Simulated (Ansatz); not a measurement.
# H12C5S2: the cost of one run

Method: DFT PBE+D3(BJ), plane waves, PAW, scalar-relativistic, no spin polarisation, in Ansatz 0.2.0.

### Step 1. Starting point

The cell holds 38 atoms (C10H24S4): a = 8.549 Å, b = 8.549 Å, c = 8.549 Å, α = 90.00°, β = 90.00°, γ = 90.00°.

Its coordinates follow in the input file.

### Step 2. Relaxing the start

Input file input.yaml:

```yaml
accuracy: low
crystal:
  lattice:
    - [8.548968, 0.0, 0.0]
    - [0.0, 8.548968, 0.0]
    - [0.0, 0.0, 8.548968]
  atoms:
    - { symbol: S, position: [0.5734079, 0.7608846, 0.2961507] }
    - { symbol: C, position: [0.6709149, 0.6294605, 0.2151193] }
    - { symbol: S, position: [0.7684219, 0.4980365, 0.1340879] }
    - { symbol: S, position: [0.3496623, 0.9966328, 0.939698] }
    - { symbol: C, position: [0.4847684, 0.952174, 0.825174] }
    - { symbol: S, position: [0.6198744, 0.9077152, 0.7106499] }
    - { symbol: C, position: [0.9696239, 0.1613571, 0.4852618] }
    - { symbol: C, position: [1.0102048, 0.0989708, 0.3232194] }
    - { symbol: H, position: [0.9369739, 0.2848547, 0.4803858] }
    - { symbol: H, position: [0.8715066, 0.097201, 0.5362372] }
    - { symbol: H, position: [1.0688442, 0.1505135, 0.5651319] }
    - { symbol: H, position: [1.0428548, -0.0245269, 0.3280954] }
    - { symbol: H, position: [0.9109845, 0.1098144, 0.2433493] }
    - { symbol: H, position: [1.1083221, 0.1631268, 0.272244] }
    - { symbol: C, position: [0.1517081, 0.4552515, 0.7716817] }
    - { symbol: C, position: [0.0849007, 0.5441252, 0.9110905] }
    - { symbol: H, position: [0.0667968, 0.3718326, 0.725068] }
    - { symbol: H, position: [0.1837714, 0.5350313, 0.6770846] }
    - { symbol: H, position: [0.2564914, 0.3898014, 0.8045183] }
    - { symbol: H, position: [0.169812, 0.6275441, 0.9577043] }
    - { symbol: H, position: [-0.0198827, 0.6095753, 0.878254] }
    - { symbol: H, position: [0.0528374, 0.4643454, 1.0056877] }
    - { symbol: C, position: [1.0524247, 0.145903, 0.916848] }
    - { symbol: C, position: [0.8989926, 0.185179, 0.8349176] }
    - { symbol: H, position: [1.0647495, 0.2115874, 1.025821] }
    - { symbol: H, position: [1.058977, 0.0214949, 0.9455043] }
    - { symbol: H, position: [1.1528235, 0.174094, 0.8429099] }
    - { symbol: H, position: [0.8866677, 0.1194945, 0.7259445] }
    - { symbol: H, position: [0.7985938, 0.156988, 0.9088557] }
    - { symbol: H, position: [0.8924403, 0.309587, 0.8062612] }
    - { symbol: C, position: [0.5327264, 0.2434632, 0.5680669] }
    - { symbol: C, position: [0.403539, 0.1282949, 0.525131] }
    - { symbol: H, position: [0.604613, 0.2722836, 0.4663656] }
    - { symbol: H, position: [0.4841021, 0.3526181, 0.6134803] }
    - { symbol: H, position: [0.6098923, 0.195018, 0.6577328] }
    - { symbol: H, position: [0.3316523, 0.0994745, 0.6268324] }
    - { symbol: H, position: [0.326373, 0.1767401, 0.4354651] }
    - { symbol: H, position: [0.4521633, 0.01914, 0.4797176] }
basis:
  ecutwfc: 420.0
kpoints:
  mp_grid: { grid: [1, 1, 1] }
hamiltonian:
  xc: pbe
  dispersion: d3bj
scf:
  occupations: { method: fermi_dirac, width: 0.02 }
  lower_state_search: "off"
relax:
  f_tol: 0.3
  max_steps: 15
  adjacent_minimum: "off"
```

The run is started by

```
$ ansatz run input.yaml --threads 1 --pin off --max-ram 3072MiB --backend cpu --events-out ev --progress --plain --runs-dir out
```

Q: Estimate wall time and peak memory on 1 thread of Intel Xeon 6975P-C (Granite Rapids), shared host.

About 12 s, with a peak of 0.57 GiB.
